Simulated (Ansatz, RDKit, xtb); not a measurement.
# Isomers of C4H6N2Si, a sample narrowed down, part 2 of 2

Which of a sample of isomers of C4H6N2Si is the most stable in the gas at 298.15 K, and what are its properties? The sample is small against all isomers, and the most stable one of this formula need not be in it.

xtb, Ansatz and PySCF; isolated molecules.

### Step 7. Harmonic analysis of the finalists

The lowest few in one piece go on as finalists. In this search the thermal terms come from GFN2-xTB at its own nearest minimum. The first, c617a:

File start.xyz:

```xyz
13
c617a
C     -2.811088     0.639926    -1.029108
C     -0.445832     0.333770     1.015798
C      0.005100     0.029172    -1.964610
C     -1.519943    -2.051685    -0.512241
N      0.770174     0.234466    -2.818731
N     -1.741225    -3.192201    -0.426997
Si    -1.220234    -0.215267    -0.583955
H     -2.647880     1.725047    -1.124417
H     -3.568428     0.468865    -0.247841
H     -3.207249     0.263655    -1.984357
H     -1.135522     0.154156     1.855610
H      0.488040    -0.214816     1.210645
H     -0.214805     1.410092     0.978860
```

Started as:

```console
$ xtb start.xyz --gfn 2 --ohess tight
```

The log of the run, shortened:

```text
* xtb version 6.7.1
[...]
          :  # basis functions                  40          :
[...]
          :  # electrons                        36          :
[...]
          :  Hamiltonian                  GFN2-xTB          :
[...]
          :  net charge                          0          :
          :  unpaired electrons                  0          :
[...]
   *** convergence criteria satisfied after 12 iterations ***
[...]
   *** GEOMETRY OPTIMIZATION CONVERGED AFTER 9 ITERATIONS ***
[...]
   *** convergence criteria satisfied after 3 iterations ***
[...]
         ::                     SUMMARY                     ::
         :::::::::::::::::::::::::::::::::::::::::::::::::::::
         :: total energy             -19.076284502764 Eh    ::
         :: gradient norm              0.000576101459 Eh/a0 ::
         :: HOMO-LUMO gap              3.980543690289 eV    ::
         ::.................................................::
         :: SCC energy               -19.437074072609 Eh    ::
         :: -> isotropic ES            0.029797729088 Eh    ::
         :: -> anisotropic ES          0.002750676924 Eh    ::
         :: -> anisotropic XC          0.039279559231 Eh    ::
         :: -> dispersion             -0.008670355819 Eh    ::
         :: repulsion energy           0.360789569844 Eh    ::
         :: add. restraining           0.000000000000 Eh    ::
         :: total charge              -0.000000000000 e     ::
         :::::::::::::::::::::::::::::::::::::::::::::::::::::
[...]
        18        2.0000           -0.4173286             -11.3561 (HOMO)
        19                         -0.2710462              -7.3755 (LUMO)
[...]
molecular dipole:
                 x           y           z       tot (Debye)
 q only:       -0.476       0.819       0.674
   full:       -0.785       1.351       1.111       4.874
molecular quadrupole (traceless):
[...]
          | TOTAL ENERGY              -19.076284502768 Eh   |
          | TOTAL ENTHALPY            -18.974780030389 Eh   |
          | TOTAL FREE ENERGY         -19.020790443284 Eh   |
          | GRADIENT NORM               0.000576205591 Eh/α |
[...]
```

Wall time 0.25 s (2 threads of Intel Xeon 6975P-C (Granite Rapids), shared host).

### Step 8. Thermal terms of the finalists

As xtb prints them, at 298.15 K, with its own treatment of low modes:

| label | SMILES | spin | lowest mode (cm⁻¹) | zero-point (kcal/mol) | G − E (kcal/mol) |
| --- | --- | --- | --- | --- | --- |
| c617a | C[Si](C)(C#N)C#N | singlet | 79 | 56.7 | 34.8 |
| c888a | C[Si@@H](C#N)CC#N | singlet | 39 | 55.6 | 33.9 |
| c009a | N#CC[SiH2]CC#N | singlet | 32 | 54.7 | 33.8 |

### Step 9. Energies at the top level

Single points at CCSD(T)/def2-SVP + MP2/def2-TZVPP - MP2/def2-SVP on the refined geometries decide the order.

c617a, CCSD(T)/def2-SVP:

File input.yaml:

```yaml
basis:
  gaussian: {orbitals: def2-SVP}
crystal:
  periodic: [false, false, false]
  atoms:
    - {symbol: C, position_ang: [-2.811088, 0.639926, -1.029108]}
    - {symbol: C, position_ang: [-0.445832, 0.333770, 1.015798]}
    - {symbol: C, position_ang: [0.005100, 0.029172, -1.964610]}
    - {symbol: C, position_ang: [-1.519943, -2.051685, -0.512241]}
    - {symbol: N, position_ang: [0.770174, 0.234466, -2.818731]}
    - {symbol: "N", position_ang: [-1.741225, -3.192201, -0.426997]}
    - {symbol: Si, position_ang: [-1.220234, -0.215267, -0.583955]}
    - {symbol: H, position_ang: [-2.647880, 1.725047, -1.124417]}
    - {symbol: H, position_ang: [-3.568428, 0.468865, -0.247841]}
    - {symbol: H, position_ang: [-3.207249, 0.263655, -1.984357]}
    - {symbol: H, position_ang: [-1.135522, 0.154156, 1.855610]}
    - {symbol: H, position_ang: [0.488040, -0.214816, 1.210645]}
    - {symbol: H, position_ang: [-0.214805, 1.410092, 0.978860]}
correlation: {method: ccsd_t, frozen_orbitals: {C: 1, H: 0, Si: 5, "N": 1}}
```

Started as:

```console
$ ansatz run input.yaml --threads 2 --pin off --max-ram 5220MiB --events-out events.jsonl --progress --plain --runs-dir runs
```

The log of the run, shortened:

```text
Warning: RAYON_NUM_THREADS=2 ignored (pool sized by the plan → 2); use --threads N
Functional definition: HF
  name "HF"
[...]
1352 factors; integrals over basis functions are off by at most 1.1e-3 eV
[...]
mean field -15035.25822439 eV, -552.5355484823 hartree, gradient 1.3e-6 eV, S^2 0.000000; 0 other end points of the search recorded, 0 dependent functions left out
11 core orbitals not correlated: weight in the atoms' cores, before any rotation towards them, 1.000 or more for the frozen orbitals, at most 0.000 for the correlated occupied ones
reference -15035.25822439 eV, -552.5355484823 hartree; 18, 18 occupied and 103, 103 virtual orbitals, 1352 factors
second order -25.46131623 eV of doubles, -0.00000000 eV of singles
cycle   1  -25.61563504 eV  change   -1.5e-1 eV  update   1.3e-1
[...]
cycle   9  -26.67415067 eV  change    3.8e-6 eV  update   1.4e-5
perturbative correction -1.05354914 eV, -0.0387172169 hartree
Total energy: -15062.98592420 eV, -553.5545226558 hartree
```

It took 9.9 s on 2 threads of Intel Xeon 6975P-C (Granite Rapids), shared host; peak memory 0.95 GiB.

### Step 10. c617a at MP2/def2-TZVPP

File input.yaml:

```yaml
crystal:
  periodic: [false, false, false]
  atoms:
    - symbol: C
      position_ang: [-2.811088, 0.639926, -1.029108]
    - symbol: C
      position_ang: [-0.445832, 0.333770, 1.015798]
    - symbol: C
      position_ang: [0.005100, 0.029172, -1.964610]
    - symbol: C
      position_ang: [-1.519943, -2.051685, -0.512241]
    - symbol: N
      position_ang: [0.770174, 0.234466, -2.818731]
    - symbol: "N"
      position_ang: [-1.741225, -3.192201, -0.426997]
    - symbol: Si
      position_ang: [-1.220234, -0.215267, -0.583955]
    - symbol: H
      position_ang: [-2.647880, 1.725047, -1.124417]
    - symbol: H
      position_ang: [-3.568428, 0.468865, -0.247841]
    - symbol: H
      position_ang: [-3.207249, 0.263655, -1.984357]
    - symbol: H
      position_ang: [-1.135522, 0.154156, 1.855610]
    - symbol: H
      position_ang: [0.488040, -0.214816, 1.210645]
    - symbol: H
      position_ang: [-0.214805, 1.410092, 0.978860]
basis:
  gaussian:
    orbitals: def2-TZVPP
correlation:
  method: mp2
  frozen_orbitals: {C: 1, H: 0, Si: 5, "N": 1}
```

Started as:

```console
$ ansatz run input.yaml --threads 2 --pin off --max-ram 5220MiB --events-out events.jsonl --progress --plain --runs-dir runs
```

The log of the run:

```text
Warning: RAYON_NUM_THREADS=2 ignored (pool sized by the plan → 2); use --threads N
Functional definition: HF
  name "HF"
  exchange = exact_x
  correlation = 0
1859 factors; integrals over basis functions are off by at most 1.2e-3 eV
mean field evaluation 1: about -15039.9519 eV, gradient 4.9e1 eV
mean field evaluation 2: about -15040.3889 eV, gradient 4.9e1 eV
mean field evaluation 4: about -15046.2334 eV, gradient 8.1e0 eV
mean field evaluation 8: about -15046.4410 eV, gradient 4.5e-1 eV
mean field -15046.44171934 eV, -552.9465343412 hartree, gradient 1.8e-6 eV, S^2 0.000000; 0 other end points of the search recorded, 0 dependent functions left out
11 core orbitals not correlated: weight in the atoms' cores, before any rotation towards them, 1.000 or more for the frozen orbitals, at most 0.000 for the correlated occupied ones
reference -15046.44171934 eV, -552.9465343412 hartree; 18, 18 occupied and 283, 283 virtual orbitals, 1859 factors
second order -30.99760020 eV of doubles, -0.00000000 eV of singles
Total energy: -15077.43931954 eV, -554.0856751376 hartree
```

It took 7.8 s on 2 threads of Intel Xeon 6975P-C (Granite Rapids), shared host; peak memory 0.95 GiB.

### Step 11. c888a at CCSD(T)/def2-SVP

File input.yaml:

```yaml
crystal:
  periodic: [false, false, false]
  atoms:
    - {symbol: C, position_ang: [-2.556420, 0.700839, 0.535594]}
    - {symbol: C, position_ang: [-1.566424, 1.245042, -2.297905]}
    - {symbol: C, position_ang: [-0.029771, -0.700843, -0.621012]}
    - {symbol: C, position_ang: [-0.066027, -1.656283, 0.467434]}
    - {symbol: "N", position_ang: [-1.411141, 2.068042, -3.107984]}
    - {symbol: "N", position_ang: [-0.166233, -2.406750, 1.351808]}
    - {symbol: Si, position_ang: [-1.787054, -0.053882, -0.980875]}
    - {symbol: H, position_ang: [-3.567747, 1.077917, 0.319244]}
    - {symbol: H, position_ang: [-2.631790, -0.058302, 1.330853]}
    - {symbol: H, position_ang: [-1.948651, 1.538607, 0.911463]}
    - {symbol: H, position_ang: [-2.601758, -1.147716, -1.572480]}
    - {symbol: H, position_ang: [0.389736, -1.168750, -1.527926]}
    - {symbol: H, position_ang: [0.624801, 0.147850, -0.356454]}
basis:
  gaussian: {orbitals: def2-SVP}
magnetization: {spin_polarized: false, initial_magnetization: 0}
correlation: {method: ccsd_t, frozen_orbitals: {C: 1, H: 0, Si: 5, "N": 1}}
```

Started as:

```console
$ ansatz run input.yaml --threads 2 --pin off --max-ram 5220MiB --events-out events.jsonl --progress --plain --runs-dir runs
```

The log of the run, shortened:

```text
Warning: RAYON_NUM_THREADS=2 ignored (pool sized by the plan → 2); use --threads N
Functional definition: HF
  name "HF"
[...]
1348 factors; integrals over basis functions are off by at most 1.2e-3 eV
[...]
mean field -15034.77940475 eV, -552.5179521850 hartree, gradient 2.2e-6 eV, S^2 0.000000; 0 other end points of the search recorded, 0 dependent functions left out
11 core orbitals not correlated: weight in the atoms' cores, before any rotation towards them, 1.000 or more for the frozen orbitals, at most 0.000 for the correlated occupied ones
reference -15034.77940475 eV, -552.5179521850 hartree; 18, 18 occupied and 103, 103 virtual orbitals, 1348 factors
second order -25.42538053 eV of doubles, -0.00000000 eV of singles
cycle   1  -25.61031702 eV  change   -1.8e-1 eV  update   1.3e-1
[...]
cycle   9  -26.67017718 eV  change   -8.5e-6 eV  update   1.7e-5
perturbative correction -1.05094212 eV, -0.0386214105 hartree
Total energy: -15062.50052405 eV, -553.5366845293 hartree
```

Run time: 9.6 s. Hardware: 2 threads of Intel Xeon 6975P-C (Granite Rapids), shared host; peak memory 0.95 GiB.

### Step 12. Putting it together

Energies in kcal/mol from c617a; G adds the thermal terms to the CCSD(T)/def2-SVP + MP2/def2-TZVPP - MP2/def2-SVP energy. The columns left of the relaxed level are at the tight-binding geometries.

| label | SMILES | spin | GFN2-xTB | HF/STO-3G | r2SCAN-D4/def2-SVP | r2SCAN-D4/def2-SVP, relaxed | HF/def2-SVP | MP2/def2-SVP | CCSD(T)/def2-SVP + MP2/def2-TZVPP - MP2/def2-SVP | G | share at equilibrium | T1 |
| --- | --- | --- | --- | --- | --- | --- | --- | --- | --- | --- | --- | --- |
| c617a | C[Si](C)(C#N)C#N | singlet | 0.0 | 0.0 | 0.0 | 0.0 | 0.0 | 0.0 | 0.0 | 0.0 | 100.0 % | 0.012 |
| c888a | C[Si@@H](C#N)CC#N | singlet | -12.1 | 17.1 | 10.4 | 10.5 | 11.0 | 11.9 | 13.0 | 12.1 | < 0.1 % | 0.013 |
| c009a | N#CC[SiH2]CC#N | singlet | -23.0 | 34.7 | 21.2 | 21.2 | 22.8 | 23.6 | 26.2 | 25.2 | < 0.1 % | 0.013 |

Lowest found: c617a, `C[Si](C)(C#N)C#N`, a singlet. Bond lengths: C3–N5 1.165 Å, C4–N6 1.165 Å, C1–Si7 1.860 Å, C2–Si7 1.860 Å, C3–Si7 1.862 Å, C4–Si7 1.862 Å, C1–H8 1.101 Å, C1–H9 1.101 Å, C1–H10 1.100 Å, C2–H11 1.101 Å, C2–H12 1.100 Å, C2–H13 1.101 Å. Some angles: N5–C3–Si7 177.4°, N6–C4–Si7 177.4°, C1–Si7–C2 115.2°, C1–Si7–C3 109.0°, C1–Si7–C4 109.0°, C2–Si7–C3 109.0°, C2–Si7–C4 109.0°, C3–Si7–C4 105.3°, Si7–C1–H8 110.3°, Si7–C1–H9 110.3°.

```xyz
13

C    -2.8111    0.6399   -1.0291
C    -0.4458    0.3338    1.0158
C     0.0051    0.0292   -1.9646
C    -1.5199   -2.0517   -0.5122
N     0.7702    0.2345   -2.8187
N    -1.7412   -3.1922   -0.4270
Si   -1.2202   -0.2153   -0.5840
H    -2.6479    1.7250   -1.1244
H    -3.5684    0.4689   -0.2478
H    -3.2072    0.2637   -1.9844
H    -1.1355    0.1542    1.8556
H     0.4880   -0.2148    1.2106
H    -0.2148    1.4101    0.9789
```

### Step 13. Results

The summary covers parts 1 to 2.

| quantity | value |
| --- | --- |
| lowest structure found | C[Si](C)(C#N)C#N, singlet |
| next finalist | C[Si@@H](C#N)CC#N, singlet, 12.1 kcal/mol higher in G |
| share at equilibrium, among the finalists | 100.0 % |
| funnel | 7 starts, 7 minima at GFN2-xTB, 9 screening runs, 3 relaxed, 3 ranked |
| CPU time of all runs | 3.7 min |

**Reading.** `C[Si](C)(C#N)C#N` comes out lowest. The margin of 12.1 kcal/mol over the next finalist is beyond the usual error of the last level; it says nothing of structures that weren't ranked. HF/STO-3G, r2SCAN-D4/def2-SVP, r2SCAN-D4/def2-SVP, relaxed, HF/def2-SVP and MP2/def2-SVP already put its bonding pattern lowest among the structures in one piece; GFN2-xTB favours the singlet N#CC[SiH2]CC#N. The largest share of the time went into the final energies (46 %). The search is not exhaustive (a finite list of starts, one conformer a finalist), so a lower isomer can't be ruled out. Only 4 drawn patterns were tried, so whole families of isomers are missing, and the result ranks this sample alone. The lowest isomer need not be the one that is made and kept in a bottle, which depends on barriers.
